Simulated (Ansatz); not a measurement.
**N2 on graphene monolayer: a dynamics run in two tries**

Aim: a short trajectory for this system. The slab cell is 4×4, 1 layer thick, and the adsorbate is set down on it by hand.

Program: Ansatz 0.2.0. Level of theory: DFT PBE+D3(BJ), plane waves, PAW, scalar-relativistic, no spin polarisation. These are calculated values, not measurements.

**1. Starting point**

The cell holds 34 atoms (C32N2): a = 9.864 Å, b = 9.864 Å, c = 13.000 Å, α = 90.00°, β = 90.00°, γ = 120.00°.

Its coordinates follow in the input file.

**2. First attempt**

input.yaml reads:

```yaml
crystal:
  lattice:
    - [9.864, 0.0, 0.0]
    - [-4.932, 8.542475, 0.0]
    - [0.0, 0.0, 13.0]
  atoms:
    - { symbol: C, position: [0.00988903, 0.00542555, 0.07458097] }
    - { symbol: C, position: [0.1727877, 0.0843392, 0.07496784] }
    - { symbol: C, position: [0.00224424, 0.25356035, 0.06117415] }
    - { symbol: C, position: [0.16661618, 0.3378417, 0.06376586] }
    - { symbol: C, position: [-0.00092307, 0.50432998, 0.05977598] }
    - { symbol: C, position: [0.17411452, 0.59149883, 0.07493591] }
    - { symbol: C, position: [0.00031776, 0.7492374, 0.06085848] }
    - { symbol: C, position: [0.16916815, 0.83674733, 0.07330051] }
    - { symbol: C, position: [0.25241277, -0.00150639, 0.07730733] }
    - { symbol: C, position: [0.41942528, 0.0678014, 0.0676061] }
    - { symbol: C, position: [0.24489031, 0.24364711, 0.06789635] }
    - { symbol: C, position: [0.41637632, 0.32677288, 0.06389039] }
    - { symbol: C, position: [0.25467361, 0.50667273, 0.07718064] }
    - { symbol: C, position: [0.42480847, 0.58484552, 0.06582191] }
    - { symbol: C, position: [0.26262091, 0.75935816, 0.07382172] }
    - { symbol: C, position: [0.4309164, 0.83461347, 0.07179693] }
    - { symbol: C, position: [0.51100557, -0.00420442, 0.06156785] }
    - { symbol: C, position: [0.67800463, 0.0814222, 0.06593843] }
    - { symbol: C, position: [0.49720084, 0.24300952, 0.0775849] }
    - { symbol: C, position: [0.66262206, 0.3260062, 0.07881816] }
    - { symbol: C, position: [0.50268177, 0.4931222, 0.0590776] }
    - { symbol: C, position: [0.66652207, 0.57492453, 0.07190537] }
    - { symbol: C, position: [0.51063869, 0.74629926, 0.07405942] }
    - { symbol: C, position: [0.67376122, 0.82745807, 0.06629285] }
    - { symbol: C, position: [0.75684747, -0.00382168, 0.06625742] }
    - { symbol: C, position: [0.92956248, 0.09115007, 0.06767188] }
    - { symbol: C, position: [0.75520765, 0.25095296, 0.07766341] }
    - { symbol: C, position: [0.91620569, 0.34026745, 0.0701159] }
    - { symbol: C, position: [0.75038656, 0.49398854, 0.06882447] }
    - { symbol: C, position: [0.91492236, 0.58500276, 0.05927556] }
    - { symbol: C, position: [0.75692164, 0.74622648, 0.0695874] }
    - { symbol: C, position: [0.92081148, 0.83374995, 0.06809455] }
    - { symbol: "N", position: [0.32436, 0.95852121, 0.37376581] }
    - { symbol: "N", position: [0.22184976, 0.89170881, 0.32341108] }
basis:
  ecutwfc: 420.0
kpoints:
  mp_grid: { grid: [1, 1, 1] }
hamiltonian:
  xc: pbe
  dispersion: d3bj
scf:
  occupations: { method: fermi_dirac, width: 0.02 }
  lower_state_search: "off"
  max_iter: 3
md:
  timestep: 1
  n_steps: 25
  ensemble: nve
  temperature: 1350.0
  initial_velocities: maxwell_boltzmann
  seed: 162156
```

Command:

```bash
> ansatz run input.yaml --threads 2 --pin off --max-ram 5120MiB --backend cpu --events-out ev --progress --plain --runs-dir out
```

**Question.** What will these runs give? Wanted: first try.

As calculated:

| quantity | value |
| --- | --- |
| first try | not converged |
| cause | the cap on SCF cycles is too low for any step to converge |

In words: The program did not catch the first fault at the input check, so it cost a run.
